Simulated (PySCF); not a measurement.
# W3 (W3+): the cost of one run

The runs use PySCF 2.14.0; several levels, as the steps say, no spin–orbit coupling.

3 further runs of the same task are left out: 2 for a known fault of the program, 1 set aside as unsound or not needed.

## 1. Starting geometry

3 atoms, charge 1, spin multiplicity 2.

Bond lengths: W1–W2 2.294 Å, W1–W3 2.294 Å, W2–W3 2.361 Å. Angles: W2–W1–W3 62.0°, W1–W2–W3 59.0°, W1–W3–W2 59.0°.

Coordinates:

```xyz
3
charge 1, multiplicity 2
W     1.31107   -0.00015    0.00000
W    -0.65540    1.18059    0.00000
W    -0.65567   -1.18044    0.00000
```

An earlier session relaxed this geometry at TPSS, W def2-SVP with ECP60 (doublet, point group C2v).

At TPSS on the finer grid: E = -200.895256 Eh, HOMO -8.70 eV, LUMO -7.81 eV (over both spins), ⟨S²⟩ = 1.160, Mulliken charge on W1 +0.38 e, largest force component 0.026 eV/Å. The state is spin-contaminated.

Levels to run: HF; r2SCAN; revPBE; TPSSh; TPSS, TZVP; TPSS, x2c-SVP. Hardware: 2 threads of Intel Xeon Platinum 8488C (Sapphire Rapids), shared host.

## 2. HF

The input, run.py (the lines that set the calculation):

```python
mol = gto.M(atom='''
W      1.31107    -0.00015     0.00000
W     -0.65540     1.18059     0.00000
W     -0.65567    -1.18044     0.00000''',
    basis={'W': 'def2-SVP'},
    ecp={'W': 'def2-SVP'},
    charge=1, spin=1)
mf = scf.UHF(mol)
mf = mf.density_fit()  # fitting sets: W def2-universal-JKFIT
mf.conv_tol = 1e-08; mf.max_cycle = 55
mf.kernel(dm0)  # dm0: the density of the relaxed state
```

Launch:

```console
$ OMP_NUM_THREADS=2 python run.py
```

**Question.** How long does this run take on 2 threads of Intel Xeon Platinum 8488C (Sapphire Rapids), shared host?

About 4.7 s.
